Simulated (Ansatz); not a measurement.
# HfSn3O8: the band gap up the ladder of functionals

One table from this session's results is given with a row withheld; the runs are named, their logs left out.

The runs shown are made with Ansatz 0.2.0. PAW datasets, plane waves. The cell comes from a prototype generator: it can be a known phase or a hypothetical one. Spin polarisation is off.

## The system as given

The cell was relaxed beforehand with r2SCAN.

It is monoclinic, P2 (No. 3); conventional cell a = 4.799 Å, b = 5.730 Å, c = 5.227 Å, β = 90.8°, 11.98 Å³ an atom. Around Hf lie 6 O at 2.03–2.17 Å; around Sn lie 6 O at 2.04–2.12 Å; around Sn lie 6 O at 2.02–2.11 Å; around O lie 1 Hf at 2.03 Å and 2 Sn at 2.05–2.11 Å.

Coordinates:

```cif
data_structure
_symmetry_space_group_name_H-M 'P2'
_symmetry_Int_Tables_number 3
_cell_length_a 4.7985
_cell_length_b 5.7303
_cell_length_c 5.2268
_cell_angle_alpha 90.000
_cell_angle_beta 90.757
_cell_angle_gamma 90.000
_cell_volume 143.71
loop_
_atom_site_label
_atom_site_type_symbol
_atom_site_symmetry_multiplicity
_atom_site_Wyckoff_symbol
_atom_site_fract_x
_atom_site_fract_y
_atom_site_fract_z
_atom_site_occupancy
Hf1 Hf 1 d 0.50000 0.32205 0.50000 1
Sn1 Sn 1 a 0.00000 0.16659 0.00000 1
Sn2 Sn 1 c 0.50000 0.66905 0.00000 1
Sn3 Sn 1 b 0.00000 0.82975 0.50000 1
O1 O 2 e 0.77817 0.10802 0.32738 1
O2 O 2 e 0.27142 0.39441 0.16952 1
O3 O 2 e 0.23396 0.89560 0.17472 1
O4 O 2 e 0.72703 0.60825 0.33008 1
```

Set-up of the first run:

The input, input.yaml:

```yaml
crystal:
  lattice:
    - [5.2095562802, 0.032776637, 0.4227588148]
    - [0.0330784239, 4.7984099771, 0.0039988086]
    - [-0.4634835021, -0.0015578839, 5.7115428243]
  atoms:
    - { symbol: Hf, position: [0.2499996117, 0.500002366, 0.6779495479] }
    - { symbol: Sn, position: [0.7500011845, 1.0000018648, 0.8334140273] }
    - { symbol: Sn, position: [0.750000464, 0.4999995578, 0.3309508916] }
    - { symbol: Sn, position: [0.2500000617, 2.491e-07, 0.1702510148] }
    - { symbol: O, position: [0.4226226829, 0.7781720539, 0.8919758183] }
    - { symbol: O, position: [0.5804748643, 0.2714211933, 0.6055944982] }
    - { symbol: O, position: [0.5752788395, 0.2339586573, 0.104399119] }
    - { symbol: O, position: [0.4199242294, 0.727031101, 0.3917476517] }
    - { symbol: O, position: [0.0800762853, 0.2729664138, 0.3917491997] }
    - { symbol: O, position: [0.9247210716, 0.7660405825, 0.1043983391] }
    - { symbol: O, position: [0.9195201446, 0.7285775568, 0.6055952283] }
    - { symbol: O, position: [0.0773805605, 0.2218284038, 0.8919746642] }
kpoints:
  mp_grid: { grid: [6, 6, 4] }
  band_path:
    path:
      - [0.0, 0.0, 0.0]
      - [-1.546068207878e-07, 2.771716715427e-19, -0.4999999999996]
      - [-0.5000001546068, -6.555511654692e-18, -0.4999999999996]
      - [-0.5, -7.493017196817e-18, -4.439079840074e-18]
      - [0.0, 0.0, 0.0]
      - [-0.5, -0.5, -7.100135237164e-07]
      - [-0.5000001546068, -0.5, -0.5000007100132]
      - [-1.546068207878e-07, 2.771716715427e-19, -0.4999999999996]
      - [-1.546068212716e-07, -0.5, -0.5000007100132]
      - [-4.74247824788e-16, -0.5, -7.100135237112e-07]
      - [0.0, 0.0, 0.0]
    npoints: 10
hamiltonian:
  xc: pbe
scf:
  occupations: { method: fermi_dirac, width: 0.02 }
  n_extra_bands: 7
output:
  forces: true
  stress: true
  eigenvalues: true
```

Among the steps run: PBE bands along the symmetry lines; r2SCAN; HSE06; PBE+SOC; PBE0 at the same geometry.

One of the session's tables, all rows but one given; the rest of the session is left out.

| level | gap (eV) |
| --- | --- |
| PBE | 2.39 |
| r2SCAN | 3.03 |
| HSE06 | ? |
| PBE+SOC | 2.39 |
| PBE0 | 4.83 |

**Question.** Estimate the row for HSE06.

**Answer.** gap (eV): 4.10. In the column «gap (eV)» it lies between r2SCAN (3.03) and PBE0 (4.83).

Meshes: PBE 6×6×4, r2SCAN 6×6×4, HSE06 4×4×4, PBE+SOC 6×6×4, PBE0 4×4×4

In words: PBE+SOC gives the least gap, 2.39 eV, and PBE0 the largest, 4.83 eV. Against HSE06, PBE is short by 1.71 eV, at 58 % of it, and r2SCAN 74 %. PBE0 lies 0.73 eV above HSE06, which differs from it by screening the long-range exchange.

Caveats from the session: Warnings in the runs' records: structure snapped to symmetry, stress scf threshold loose, stress exchange threshold loose.
